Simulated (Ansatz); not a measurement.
Predict the output of the script below (Ansatz's Python interface).

Contents of `input.yaml`:
```yaml
crystal:
  lattice:
    - [3.582561, 0.0, 0.0]
    - [0.0, 3.582561, 0.0]
    - [0.0, 0.0, 3.582561]
  atoms:
    - { symbol: Co, position: [0.0, 0.5, 0.5], spin: 2.5 }
    - { symbol: Co, position: [0.5, 0.0, 0.5], spin: 2.5 }
    - { symbol: Co, position: [0.5, 0.5, 0.0], spin: 2.5 }
    - { symbol: Ir, position: [0.0, 0.0, 0.0] }
magnetization:
  spin_polarized: true
kpoints:
  mp_grid: { kspacing: 0.3 }
hamiltonian:
  xc: pbesol
scf:
  occupations: { method: gaussian, width: 0.1 }
output:
  forces: true
  stress: true
  eigenvalues: true
```

Script `co3ir.py`:
```python
"""Run a YAML input for Co3Ir from Python."""

import ansatz as az
import numpy as np


def main() -> None:
    planned = az.Session.from_deck("input.yaml").plan(threads=1, pin="off")
    outcome = planned.execute()
    data = outcome.report

    print("%-22s %14.5f eV" % ("F = E - TS", data["free_energy_ev"]))
    print("%-22s %14.5f eV" % ("E", data["internal_energy_ev"]))
    print("%-22s %14.5f eV" % ("Harris-Foulkes", data["harris_foulkes_ev"]))
    print("%-22s %14.5f eV" % ("Fermi level", data["fermi_energy_ev"]))

    fermi = data["fermi_energy_ev"]
    print("levels less the Fermi level (eV) at the first k-points (first spin channel where there are two)")
    for k, levels in list(zip(data["kpoints_frac"], data["eigenvalues_ev"]))[:4]:
        print("k = ({:.3f}, {:.3f}, {:.3f})".format(*k))
        print("   ", " ".join(f"{e - fermi:.3f}" for e in levels))

    # pressure is a third of the trace
    stress = np.array(data["stress_gpa"])
    print(f"pressure {np.trace(stress) / 3:.3f} GPa")
    print("stress tensor, GPa, positive in compression")
    print(np.round(stress, 3) + 0.0)

    print(f"net moment {data['magnetization_mub']:.3f} muB, absolute {data['absolute_magnetization_mub']:.3f} muB")
    for index, (site, m) in enumerate(zip(outcome.lattice.sites, data["site_moments_mub"])):
        print(f"  {index:2d} {site.symbol:2s} {m:7.3f}")


if __name__ == "__main__":
    main()
```

```console
$ python co3ir.py
DeckWarning: basis.ecutwfc = 420 eV, auto-derived from the records' recommended cutoffs: set by Co (normal level)
F = E - TS               -27077.82535 eV
E                        -27077.79718 eV
Harris-Foulkes           -27077.82535 eV
Fermi level                  20.93601 eV
levels less the Fermi level (eV) at the first k-points (first spin channel where there are two)
k = (0.000, 0.000, 0.000)
    -95.517 -95.473 -95.473 -92.455 -58.990 -58.990 -58.990 -58.906 -58.906 -58.906 -58.781 -58.781 -58.781 -49.322 -49.322 -49.322 -9.741 -6.395 -6.395 -5.297 -5.297 -5.297 -4.896 -2.631 -2.631 -2.631 -1.267 -1.267 -0.690 -0.385 -0.385 -0.385 0.199 0.199 0.922 0.922 0.922 2.329 2.329 2.329 9.146 11.630 11.630 12.633 12.633 12.633
k = (0.000, 0.000, 0.167)
    -95.514 -95.475 -95.473 -92.455 -58.983 -58.983 -58.980 -58.908 -58.908 -58.906 -58.791 -58.785 -58.785 -49.329 -49.323 -49.323 -9.355 -6.197 -6.169 -5.166 -5.122 -5.122 -4.760 -2.801 -2.506 -2.506 -1.423 -1.214 -1.013 -1.013 -0.834 -0.385 -0.130 0.023 0.061 0.061 0.907 1.046 3.799 3.799 9.715 10.960 12.579 12.585 12.585 12.903
k = (0.000, 0.000, 0.333)
    -95.507 -95.482 -95.473 -92.455 -58.966 -58.966 -58.954 -58.915 -58.915 -58.907 -58.818 -58.794 -58.794 -49.341 -49.325 -49.325 -8.310 -5.845 -5.730 -4.827 -4.616 -4.616 -4.372 -3.219 -2.324 -2.324 -2.119 -2.119 -1.821 -1.303 -1.269 -1.067 -0.764 -0.764 -0.528 -0.384 -0.299 0.880 6.028 6.028 9.912 10.132 10.996 10.996 12.089 13.062
k = (0.000, 0.000, -0.500)
    -95.502 -95.487 -95.473 -92.455 -58.954 -58.954 -58.936 -58.921 -58.921 -58.908 -58.836 -58.799 -58.799 -49.348 -49.325 -49.325 -7.352 -6.132 -5.444 -4.564 -4.081 -4.081 -3.968 -3.521 -3.158 -3.158 -2.106 -2.095 -1.640 -1.640 -1.569 -1.410 -1.410 -1.072 -0.967 -0.463 -0.384 0.868 7.943 7.943 9.125 9.125 9.820 9.861 11.540 13.088
pressure -6.255 GPa
stress tensor, GPa, positive in compression
[[-6.255  0.     0.   ]
 [ 0.    -6.255  0.   ]
 [ 0.     0.    -6.255]]
net moment 3.866 muB, absolute 4.166 muB
   0 Co   1.223
   1 Co   1.223
   2 Co   1.223
   3 Ir   0.330
```
(Warnings from the package without file and line, repeats left out.)

Caveats:
- Absolute energies stand on the zero of these potentials, so only differences at equal settings mean something. A total without «per atom» is that of the cell as typed.
- The run is spin-unpolarised.
- Only differences from the Fermi energy are physical; the zero of the scale is a convention.
- At these settings the cell as given stands under about -6 GPa, so it isn't at this functional's equilibrium volume.
- This cell is a computed structure, which may not be the phase found in nature.
- Levels are Kohn-Sham eigenvalues on this mesh, without spin-orbit coupling.
- It ran for 11 s on 1 thread of Intel(R) Xeon(R) Platinum 8259CL CPU @ 2.50GHz (Skylake/Cascade Lake), with other jobs on the host, peak memory 0.51 GiB.

(Lines on the test bed's own set-up are left out of the output.)
